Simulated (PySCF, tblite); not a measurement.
# C₈H₁₇P: geometry, infrared bands and NMR shifts

Aim: predict the infrared bands and NMR shifts of C₈H₁₇P (`CC(C)CP1CC[C@@H]1C`).

Computed with tblite 0.8.0 and PySCF 2.14.0, with density-fitted response routines of our own, on a single molecule in the gas phase. Atoms are numbered from 0 throughout.

## 1. Starting geometry

26 atoms, charge 0, multiplicity 1; geometry from: force field or distance geometry start.

Bonds of the start (Å): C0–C1 1.54, C1–C2 1.51, C1–C3 1.54, C3–P4 1.86, P4–C5 1.83, C5–C6 1.55, C6–C7 1.56, C7–C8 1.52, C7–P4 1.86, C0–H9 1.09, C0–H10 1.11, C0–H11 1.09, C1–H12 1.11, C2–H13 1.10, C2–H14 1.10, C2–H15 1.11, C3–H16 1.10, C3–H17 1.08, C5–H18 1.09, C5–H19 1.11, C6–H20 1.10, C6–H21 1.10, C7–H22 1.10, C8–H23 1.10, C8–H24 1.09, C8–H25 1.10.

## 2. Optimising the geometry with GFN2-xTB

What the job is given:

```
{"job": {"kind": "relax", "xc": "GFN2-xTB", "basis": "xTB"}, "charge": 0, "multiplicity": 1}
C     -2.259600    -1.423800     1.362500
C     -1.862600    -0.230800     0.473400
C     -2.909900    -0.025500    -0.597800
C     -0.480500    -0.435900    -0.182400
P      0.925300    -0.306400     1.028900
C      1.236900     1.499600     1.019000
C      2.064800     1.371000    -0.289400
C      2.407100    -0.136800    -0.080500
C      2.554500    -0.982000    -1.336300
H     -1.584400    -1.558200     2.207600
H     -3.269900    -1.263400     1.782700
H     -2.294900    -2.356200     0.790000
H     -1.844800     0.668100     1.118400
H     -2.985200    -0.891100    -1.267800
H     -2.683500     0.863500    -1.210500
H     -3.907800     0.145700    -0.142000
H     -0.439000    -1.432200    -0.636000
H     -0.356700     0.278800    -0.982300
H      0.341500     2.118200     0.970500
H      1.837300     1.779200     1.905500
H      1.481500     1.594000    -1.188900
H      2.944700     2.022200    -0.322300
H      3.285100    -0.269800     0.573700
H      2.627700    -2.049000    -1.090000
H      3.457500    -0.687900    -1.877500
H      1.694000    -0.856600    -2.015200
```

Started as:

```
OMP_NUM_THREADS=1 python probes_run.py task.json out
```

The driver reads the jobs from task.json and runs them one after another.

**Question.** This job is followed by: GFN2-xTB harmonic vibrations, gas phase; GIAO PBE0/pcSseg-1 NMR shielding, non-relativistic, gas phase. Predict these results of the whole session: strongest single infrared mode (GFN2-xTB); zero-point energy (GFN2-xTB); 13C shifts against TMS (PBE0/pcSseg-1); 1H shifts against TMS (PBE0/pcSseg-1, means over atoms taken as alike); 31P shifts against H3PO4 (PBE0/pcSseg-1); surface potential, 1st and 99th percentile.

**Answer**, as computed:

```
                                                              quantity                                                                 value
                             strongest single infrared mode (GFN2-xTB)                                                  3028 cm⁻¹, 76 km/mol
                                          zero-point energy (GFN2-xTB)                                                        145.2 kcal/mol
                                13C shifts against TMS (PBE0/pcSseg-1)                    37.0, 34.2, 29.8, 28.5, 28.3, 24.4, 18.6, 17.7 ppm
1H shifts against TMS (PBE0/pcSseg-1, means over atoms taken as alike)  2.77, 2.72, 2.57, 2.18, 2.01, 1.37, 1.15, 1.14, 1.14, 1.12, 1.07 ppm
                              31P shifts against H3PO4 (PBE0/pcSseg-1)                                                               1.6 ppm
                                 surface potential, 1st and 99th percentile                                                    -1.12 V and 0.63 V
```

In words: Relaxing lowered the energy by 0.186 eV in 54 steps; the close pair that moved most is P4–C5, from 1.833 to 1.882 Å. No mode is imaginary among the 72: a minimum at this level. Unscaled tight-binding wavenumbers are off by several per cent, some by more. Its intensities can rank the bands wrongly. At PBE0/pcSseg-1: The largest span, 214 ppm, is at P4, where the paramagnetic term is -650 ppm.
